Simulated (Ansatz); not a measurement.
# CHFI radical: one species, many methods

Aim: compute CHFI radical with functionals from several rungs and with coupled cluster. The yardstick is the atomisation energy at the CCSD(T) limit.

Program: Ansatz 0.2.0, Gaussian basis. Level of theory: functionals in def2-TZVPP, the program's frozen cores in correlated methods. These are calculated values, not measurements.

Levels to be run: LDA (SPW92), PBE-D4, revPBE-D4, BLYP-D4, r2SCAN-D4, B97M-V, PBE0-D4, B3LYP-D4, r2SCANh-D4, r2SCAN0-D4, HSE06-D4, BHLYP-D4, CAM-B3LYP-D4, LC-ωPBE, ωB97X-V, ωB97M-V, B2PLYP, PBE-QIDH; CCSD(T)/def2-SVP; CCSD(T)/def2-TZVPP; CCSD(T)/def2-QZVPP; extrapolation to the limit; RPA on PBE.

### Step 1. The geometry

The geometry comes from an earlier relaxation with PBE0-D4 in a triple-zeta def2 set; it is a stationary point. I takes the def2 core potential; no spin-orbit term is included.

SMILES `F[CH]I`, 4 atoms, charge 0, spin multiplicity 2.

Atoms are counted from 1 here; the program's logs count them from 0.

Bond lengths: F1–C2 1.324 Å, C2–I3 2.062 Å, C2–H4 1.086 Å. Angles: F1–C2–I3 116.3°, F1–C2–H4 114.0°, I3–C2–H4 117.3°.

### Step 2. LDA

This LDA is Slater exchange with PW92 correlation.

in.yaml reads:

```yaml
crystal:
  periodic: [false, false, false]
  atoms:
    - {symbol: F, position_ang: [-0.052752, -1.204458, 0.666101]}
    - {symbol: C, position_ang: [0.117408, 0.050758, 0.279998]}
    - {symbol: I, position_ang: [-1.167338, 0.738779, -1.178316]}
    - {symbol: H, position_ang: [1.158282, 0.354622, 0.211816]}
basis:
  gaussian: {orbitals: def2-TZVPP}
magnetization: {spin_polarized: true, initial_magnetization: 1}
hamiltonian: {xc: lda}
output: {orbitals: {seedname: orbitals}}
```

Launch:

```bash
$ ansatz run in.yaml --threads 2 --pin off --events-out ev --progress --plain --max-ram 22528MiB --backend cpu
```

Further steps of the session: PBE-D4 (GGA); revPBE-D4 (GGA); BLYP-D4 (GGA); r2SCAN-D4 (meta-GGA); B97M-V (meta-GGA); B3LYP-D4 (hybrid); r2SCANh-D4 (hybrid); r2SCAN0-D4 (hybrid); HSE06-D4 (hybrid); BHLYP-D4 (hybrid); CAM-B3LYP-D4 (range-separated); LC-ωPBE (range-separated); ωB97X-V (range-separated); ωB97M-V (range-separated); B2PLYP (double hybrid); PBE-QIDH (double hybrid); CCSD(T) in def2-SVP; CCSD(T) in def2-TZVPP; CCSD(T) in def2-QZVPP; RPA on PBE orbitals.

**Question.** What will the summary of the whole plan be? Wanted: atomisation energy, CCSD(T)/CBS; farthest beyond LDA; mean size of error, GGA; mean size of error, meta-GGA; mean size of error, hybrid; mean size of error, range-separated; mean size of error, double hybrid; gap, smallest and largest; T1 diagnostic.

**Answer**, as computed:

```
                               quantity                                                                            value
        atomisation energy, CCSD(T)/CBS                                                                   271.6 kcal/mol
functionals within 2.7 kcal/mol (1.0 %)  B97M-V, B3LYP-D4, r2SCANh-D4, CAM-B3LYP-D4, LC-ωPBE, ωB97X-V, ωB97M-V, PBE-QIDH
                    farthest beyond LDA                                                          PBE-D4 (+18.2 kcal/mol)
                mean size of error, GGA                                                                    10.1 kcal/mol
           mean size of error, meta-GGA                                                                     3.2 kcal/mol
             mean size of error, hybrid                                                                     5.5 kcal/mol
    mean size of error, range-separated                                                                     1.0 kcal/mol
      mean size of error, double hybrid                                                                     2.4 kcal/mol
              gap, smallest and largest                                         1.31 eV (LDA (SPW92)), 9.55 eV (LC-ωPBE)
                          T1 diagnostic                                                                           0.0150
triples share of the correlation energy                                                                            2.7 %
```

**Reading.** LDA overbinds by 63.5 kcal/mol (23 %). PBE-D4 misses by +18.2 kcal/mol. Double hybrids carry the basis error of their MP2 part in triple zeta, and no dispersion term here, so their miss is partly the set-up's. The rungs range-separated, double hybrid miss on average by less than the doubt on the reference (2.7 kcal/mol), so they tie; GGA functionals have the largest mean beyond LDA (10.1 kcal/mol). The reference freezes the cores and leaves out spin-orbit coupling and excitations past (T), and its outer-core shells are covered unevenly, so misses under about 2.7 kcal/mol can't be ranked. All levels share the lack of spin-orbit coupling, which lowers the free heavy atoms and so the true binding. Hartree-Fock recovers 65 % of the binding; the rest is correlation. CCSD(T) in def2-SVP is off by -22.5 kcal/mol, worse than the median functional, from the basis alone. The gap grows from 1.3 to 9.5 eV across the functionals, mostly with the share of exact exchange. Correlated methods include outer-core shells of I, which these sets cover unevenly.
